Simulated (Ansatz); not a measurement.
Which YAML input does this script hand to the engine? (Ansatz 0.2.0 through its Python package)

`energy.py`:
```python
"""Single point of C2H4BClF2."""

import ansatz
from ase import Atoms
import numpy as np

atoms = Atoms(["F", "B", "F", "C", "C", "Cl", "H", "H", "H", "H"], positions=[
    [2.4915, -0.4864, 0.671],
    [1.4298, 0.1823, -0.0453],
    [1.653, 1.5049, -0.5825],
    [0.0479, -0.5725, -0.3095],
    [-1.1372, 0.1394, 0.3458],
    [-1.5388, 1.6599, -0.5002],
    [0.1269, -1.5973, 0.1114],
    [-0.1192, -0.6608, -1.4039],
    [-0.9263, 0.3532, 1.416],
    [-2.0275, -0.5225, 0.2971],
])
molecule = ansatz.Crystal.molecule_from_ase(atoms)

base = molecule.calculation().basis(gaussian="6-31G*").functional("pbe0").forces()
done = base.run()
data = done.report

print(f"E = {data['free_energy_ev']:.6f} eV = {data['free_energy_ev'] / 27.211386246:.7f} Ha")
print("converged:", data["converged"], " doubts:", data["published_state_doubts"] or "none")

state = data["mean_field"]["state"]
print(f"mean field: {state['energy']['hartree']:.7f} Ha, <S^2> = {abs(state['spin_squared']):.4f}, stability: {state.get('stability', {}).get('kind')}")

symbols = [site.symbol for site in molecule.cartesian_sites]
forces = np.array(data["forces_ev_ang"])
print("largest force", round(float(np.linalg.norm(forces, axis=1).max()), 4), "eV/A, rms", round(float(np.sqrt((forces ** 2).mean())), 4))

charges = data["charge_distribution"]
dipole = np.array(charges["dipole_moment_e_ang"]) * 4.803205
print("dipole (D): {:.3f} {:.3f} {:.3f}, length {:.3f}".format(*dipole, np.linalg.norm(dipole)))
print("atom  Mulliken   Lowdin")
for symbol, m, l in zip(symbols, charges["mulliken_charges_e"], charges["lowdin_charges_e"]):
    print(f"{symbol:4s} {m:9.3f} {l:8.3f}")
```

```console
$ python energy.py
E = -20761.478362 eV = -762.9702572 Ha
converged: True  doubts: none
mean field: -762.9702572 Ha, <S^2> = 0.0000, stability: minimum
largest force 4.4369 eV/A, rms 1.2723
dipole (D): -1.071 -2.414 0.578, length 2.704
atom  Mulliken   Lowdin
F       -0.295    0.045
B        0.727   -0.152
F       -0.285    0.053
C       -0.532   -0.322
C       -0.448   -0.329
Cl      -0.046    0.081
H        0.204    0.165
H        0.223    0.175
H        0.224    0.143
H        0.230    0.139
```

`input.yaml`:
```yaml
crystal:
  periodic: [false, false, false]
  atoms:
    - { symbol: F, position_ang: [2.4915, -0.4864, 0.671] }
    - { symbol: B, position_ang: [1.4298, 0.1823, -0.0453] }
    - { symbol: F, position_ang: [1.653, 1.5049, -0.5825] }
    - { symbol: C, position_ang: [0.0479, -0.5725, -0.3095] }
    - { symbol: C, position_ang: [-1.1372, 0.1394, 0.3458] }
    - { symbol: Cl, position_ang: [-1.5388, 1.6599, -0.5002] }
    - { symbol: H, position_ang: [0.1269, -1.5973, 0.1114] }
    - { symbol: H, position_ang: [-0.1192, -0.6608, -1.4039] }
    - { symbol: H, position_ang: [-0.9263, 0.3532, 1.416] }
    - { symbol: H, position_ang: [-2.0275, -0.5225, 0.2971] }
basis:
  gaussian: { orbitals: "6-31G*" }
hamiltonian:
  xc: pbe0
output:
  forces: true
```

Launched from the shell:
```console
$ ansatz run input.yaml --threads 1 --pin off --max-ram 4096MiB --backend cpu --events-out ev --progress --plain --runs-dir out
Engine: ansatz 0.2.0, x86_64-unknown-linux-gnu
Functional definition: PBE0
  parameter a = 0.25
  parameter kappa = 0.804
  parameter beta = 0.06672455060314922
  exchange = (1 - a)*pbe_x(kappa = kappa, mu = beta*pi^2/3) + a*exact_x
  correlation = pbe_c(beta = beta)
976 factors; integrals over basis functions are off by at most 8.5e-4 eV
mean field evaluation 1: about -20757.4745 eV, gradient 4.5e1 eV
mean field evaluation 2: about -20755.5246 eV, gradient 5.7e1 eV
mean field evaluation 4: about -20761.2655 eV, gradient 1.7e0 eV
mean field evaluation 8: about -20761.4783 eV, gradient 1.6e-1 eV
mean field evaluation 16: about -20761.4783 eV, gradient 3.7e-5 eV
mean field -20761.47834544 eV, -762.9702565596 hartree, gradient 3.7e-5 eV, S^2 0.000000; 0 other end points of the search recorded, 0 dependent functions left out
the calculation of the forces begins
reference -20761.47836218 eV, -762.9702571747 hartree; 28, 28 occupied and 74, 74 virtual orbitals, 976 factors
Total energy: -20761.47836218 eV, -762.9702571747 hartree
Atom 0 at     2.491500    -0.486400     0.671000 Å, force    -2.901252     2.360364    -2.076210 eV/Å
Atom 1 at     1.429800     0.182300    -0.045300 Å, force     2.555915     1.184677    -0.181847 eV/Å
Atom 2 at     1.653000     1.504900    -0.582500 Å, force    -0.238304    -4.002748     1.899172 eV/Å
Atom 3 at     0.047900    -0.572500    -0.309500 Å, force     0.858502     0.083725     0.178572 eV/Å
Atom 4 at    -1.137200     0.139400     0.345800 Å, force    -0.242363    -0.641412     0.280176 eV/Å
Atom 5 at    -1.538800     1.659900    -0.500200 Å, force    -0.100660    -0.003201     0.185749 eV/Å
Atom 6 at     0.126900    -1.597300     0.111400 Å, force    -0.084093     0.419712    -0.200940 eV/Å
Atom 7 at    -0.119200    -0.660800    -1.403900 Å, force     0.034001     0.033093     0.468346 eV/Å
Atom 8 at    -0.926300     0.353200     1.416000 Å, force    -0.235926     0.064393    -0.598710 eV/Å
Atom 9 at    -2.027500    -0.522500     0.297100 Å, force     0.354180     0.501397     0.045692 eV/Å
Dipole moment:    -0.222990    -0.502682     0.120278 e Å
```

These settings explore the input space; basis and method may be short of convergence. The geometry is a force-field or estimated start, not a minimum of this method, and the basis set is short of its limit. The Löwdin charges here are taken after orthogonalising the functions within each atom; they differ from plain Löwdin charges, and their signs can be unphysical. Wall time of the script: 3.2 s on 1 thread of Intel(R) Xeon(R) 6975P-C (Granite Rapids), with other jobs on the host, peak memory 0.28 GiB.

(A comment or docstring line of the script was reworded after the run, the code is as it ran; lines on the test bed's own set-up are left out of the output.)
